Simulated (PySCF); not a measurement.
# C5H7NOSi: electronic excitations

Wanted: the electronic excitations of C5H7NOSi (`C=CO[SiH2]/C=C/C#N`), by calculation.

Programs: PySCF 2.14.0, with density-fitted response routines of our own. Each step states its level of theory. These are calculated values for one molecule in the gas phase, unless marked as measured. Atoms are numbered from 0 throughout.

## Step 1: The molecule as given

15 atoms, charge 0, multiplicity 1; geometry from: GFN2-xTB.

Bonds of the start (Å): C0–C1 1.32, C1–O2 1.35, O2–Si3 1.62, Si3–C4 1.88, C4–C5 1.33, C5–C6 1.41, C6–N7 1.15, C0–H8 1.07, C0–H9 1.08, C1–H10 1.08, Si3–H11 1.47, Si3–H12 1.47, C4–H13 1.08, C5–H14 1.08.

## Step 2: Excited states and response: CAM-B3LYP/def2-SVPD

The job: settings as JSON, then the geometry in Å.

```
{"job": {"kind": "uv", "xc": "CAM-B3LYP", "basis": "def2-SVPD", "nstates": 8, "ntriplets": 3}, "charge": 0, "multiplicity": 1}
C     -2.511692     1.764046     0.034404
C     -2.191653     0.511905     0.307664
O     -0.919397     0.066539     0.254149
Si    -0.254946    -1.389161     0.536169
C      1.564857    -1.062895     0.213526
C      2.077216     0.113766    -0.152853
C      3.452218     0.308201    -0.385499
N      4.574084     0.462135    -0.572144
H     -3.530812     2.096180     0.084094
H     -1.764629     2.486019    -0.243586
H     -2.935044    -0.224266     0.589314
H     -0.472852    -1.809680     1.922832
H     -0.777632    -2.397051    -0.390194
H      2.238194    -1.901104     0.336454
H      1.447676     0.983355    -0.290108
```

Method: TDDFT CAM-B3LYP/def2-SVPD, vertical, gas phase, core orbitals frozen in the response.

Launch:

```
> OMP_NUM_THREADS=1 python probes_run.py task.json out
```

One launch serves the whole session: the jobs run in the order shown.

The log of the run:

```text
coarse grid: 13544 points
cycle   1  E = -613.4817356686  dE =  1.215e+00  |g| = 7.372e-01  |ddm| = 6.748e+00
cycle   2  E = -613.3718448611  dE =  1.099e-01  |g| = 1.078e+00  |ddm| = 2.702e+00
cycle   3  E = -613.5990803709  dE = -2.272e-01  |g| = 1.347e-01  |ddm| = 1.476e+00
cycle   4  E = -613.6021363475  dE = -3.056e-03  |g| = 7.326e-02  |ddm| = 2.602e-01
cycle   5  E = -613.6032290666  dE = -1.093e-03  |g| = 1.618e-02  |ddm| = 1.105e-01
cycle   6  E = -613.6032837571  dE = -5.469e-05  |g| = 5.037e-03  |ddm| = 2.991e-02
cycle   7  E = -613.6032894616  dE = -5.705e-06  |g| = 1.214e-03  |ddm| = 8.408e-03
final grid: 127776 points
cycle   8  E = -613.7067566171  dE = -2.728e-05  |g| = 2.896e-03  |ddm| = 7.807e-02
cycle   9  E = -613.7067562550  dE =  3.621e-07  |g| = 3.337e-03  |ddm| = 1.067e-02
cycle  10  E = -613.7067586477  dE = -2.393e-06  |g| = 4.542e-04  |ddm| = 4.423e-03
cycle  11  E = -613.7067586905  dE = -4.275e-08  |g| = 1.424e-04  |ddm| = 8.055e-04
cycle  12  E = -613.7067586952  dE = -4.672e-09  |g| = 5.642e-05  |ddm| = 3.062e-04
cycle  13  E = -613.7067586958  dE = -6.228e-10  |g| = 2.192e-05  |ddm| = 1.183e-04
converged SCF energy = -613.7067586958

Static polarisability (au): isotropic 95.566, principal 64.177 98.744 123.777

Singlet excitations
state   eV       nm        f      main configurations
  1   5.6205    220.6   0.01366   H->L 0.98
  2   6.1019    203.2   0.47701   H-1->L 0.92
  3   6.2063    199.8   0.00168   H-2->L 0.65, H-3->L 0.26
  4   6.3981    193.8   0.01034   H->L+1 0.91
  5   6.5924    188.1   0.00410   H-3->L 0.57, H-5->L 0.19, H-2->L 0.14
  6   7.0772    175.2   0.42916   H->L+3 0.92
  7   7.0811    175.1   0.03155   H->L+2 0.52, H->L+4 0.28
  8   7.3309    169.1   0.00022   H-1->L+7 0.35, H-1->L+2 0.19, H-1->L+4 0.16

Triplet excitations (Tamm-Dancoff, eV): 3.5964 4.2780 5.6166
```

It took 39 s on 1 thread of Intel Xeon 6975P-C, shared host; peak memory 1 GiB.

The orbitals next to the gap, with their largest atomic shares:

```csv
orbital,eV,atoms
HOMO−3,-11.35,"N7 33 %, C6 25 %, C5 10 %"
HOMO−2,-10.95,"O2 24 %, N7 17 %, C4 13 %"
HOMO−1,-9.67,"C4 27 %, C5 24 %, N7 21 %"
HOMO,-8.67,"C0 36 %, C1 27 %, O2 23 %"
LUMO,-0.87,"C4 30 %, C5 25 %, N7 14 %"
LUMO+1,0.75,"Si3 33 %, H12 12 %, H11 12 %"
LUMO+2,1.04,"Si3 37 %, C4 13 %, C6 10 %"
```

With each of the 8 states as a Gaussian band of 0.4 eV half-width at 1/e, the curve within the window shown has maxima at 203 nm (ε 20,000), 175 nm (ε 19,000) L/(mol cm). Beyond the last state computed it falls off for lack of states. The curve at chosen wavelengths:

| nm | ε (L/mol/cm) |
| --- | --- |
| 162 | 2756 |
| 165 | 6364 |
| 169 | 13102 |
| 172 | 17318 |
| 175 | 18769 |
| 179 | 16102 |
| 182 | 12568 |
| 186 | 9361 |
| 189 | 9415 |
| 192 | 11496 |
| 196 | 15783 |
| 199 | 18534 |
| 202 | 19804 |
| 206 | 18673 |
| 209 | 16133 |
| 212 | 12889 |
| 216 | 8596 |
| 219 | 5935 |
| 222 | 3917 |
| 226 | 2138 |
| 229 | 1325 |
| 233 | 689 |
| 236 | 419 |
| 239 | 255 |
| 243 | 130 |
| 246 | 77 |

Leading natural transition orbitals of singlet state 2: the hole lies on N7 31 %; C4 25 %; C5 18 %; the particle on C4 27 %; C5 20 %; N7 18 %.

Leading natural transition orbitals of singlet state 1: the hole lies on C0 34 %; O2 28 %; C1 19 %; the particle on C4 30 %; C5 23 %; N7 13 %.

Further results of this job:

```csv
property,computed
dipole moment (D),4.71
polarisability (Å³),14.16
HOMO–LUMO gap (eV),7.80
−ε(HOMO) (eV),8.67
```

Orbitals, density, ELF and potential are computed afterwards from the orbital file.

Frontier orbitals at CAM-B3LYP/def2-SVPD, with the share of their density that lies nearest to each atom:

```csv
orbital,energy (eV),lies on
HOMO,-8.67,C0 37 %; C1 23 %; O2 21 %
LUMO,-0.87,C4 29 %; C5 22 %; N7 15 %
```

ELF in a plane through or near 13 of the atoms.

Ten even steps from '0' (0.00) to '9' (1.00):
```
0000000000000000000000000000
0000000000000000000000000000
0000000000000000000000000000
0001222100000000046200000000
0026764310000000599710000000
0069987650388200799934510000
0169936762899500399869970000
0058848837899201025679991000
0026778283296057227369981000
0002345445650088752622310000
0000111017653172675620000000
0000000488878038639992000000
0000001999692742309995000000
0000002999450621005992000000
0000000796001123000430000000
0000000000000221000000000000
0000000000000000000000000000
0000000000000000000000000000
0000000000000000000000000000
0000000000000000000000000000
```
The map spans 13.9 Å across and 9.8 Å up, centred on the molecule. Atoms in the plane (x, y in Å): C0 (2.9, 1.1), C1 (2.3, 0.0), O2 (0.9, -0.2), Si3 (-0.1, -1.5), C4 (-1.8, -0.7), C5 (-2.0, 0.6), C6 (-3.3, 1.2), N7 (-4.4, 1.6), H8 (3.9, 1.2), H9 (2.3, 2.1), H10 (2.8, -1.0), H13 (-2.6, -1.3), H14 (-1.2, 1.4).

log10 of the density (e/Å³) in the same plane.

Ten even steps from ' ' (-4.0) to '@' (2.3):
```
                                                        
                                                        
      ............                ........              
    ..::--------::......      ..::::----::....          
  ..::--========--::::::::......--======--::::..        
  ::--==******++========----::::==++**++====--::..      
  ::--++**%%##**++++++++++--::::==++******++==--::      
  ::--++**####@@********++==--====++**@@****++--::      
  ::--==++********####**++====++++++**##****++--::      
  ..::----==++++++******====**####**##**++====::..      
    ..::------==++******++++**%%##**%%**++----::..      
        ..::--==++**%%****++******++****++--::..        
          ::--==**********%%##++++==++**++--::          
          ..::==++++++++++####++==--======::..          
          ..::--========++++++++==------::..            
              ..::::::--========--::......              
                ....::::--------::::..                  
                      ..::::::::....                    
                        ........                        
                                                        
```
The map spans 13.9 Å across and 9.8 Å up, centred on the molecule. Atoms in the plane (x, y in Å): C0 (2.9, 1.1), C1 (2.3, 0.0), O2 (0.9, -0.2), Si3 (-0.1, -1.5), C4 (-1.8, -0.7), C5 (-2.0, 0.6), C6 (-3.3, 1.2), N7 (-4.4, 1.6), H8 (3.9, 1.2), H9 (2.3, 2.1), H10 (2.8, -1.0), H13 (-2.6, -1.3), H14 (-1.2, 1.4).

On the surface of density 0.002 e/bohr³ the electrostatic potential runs, from the 1st to the 99th percentile, from -1.75 V near N7 to 1.79 V near H10.

## Step 3: What came out

| quantity | value |
| --- | --- |
| lowest singlet (CAM-B3LYP/def2-SVPD) | 5.62 eV (221 nm), f = 0.014 |
| brightest single state of those computed | state 2, 6.10 eV, f = 0.477 |
| lowest triplet | 3.60 eV |
| surface potential, 1st and 99th percentile | -1.75 V and 1.79 V |

In words: The lowest singlet, at 5.62 eV, is HOMO→LUMO 0.98 and is weak; of the 8 states computed, the strongest absorption comes from state 2 at 6.10 eV. The lowest triplet lies 2.02 eV below the lowest singlet (triplets in Tamm-Dancoff, singlets in full TDDFT). At CAM-B3LYP/def2-SVPD, counted by nearest atom on the grid, the HOMO lies on C0 37 %; C1 23 %, the LUMO on C4 29 %; C5 22 %.
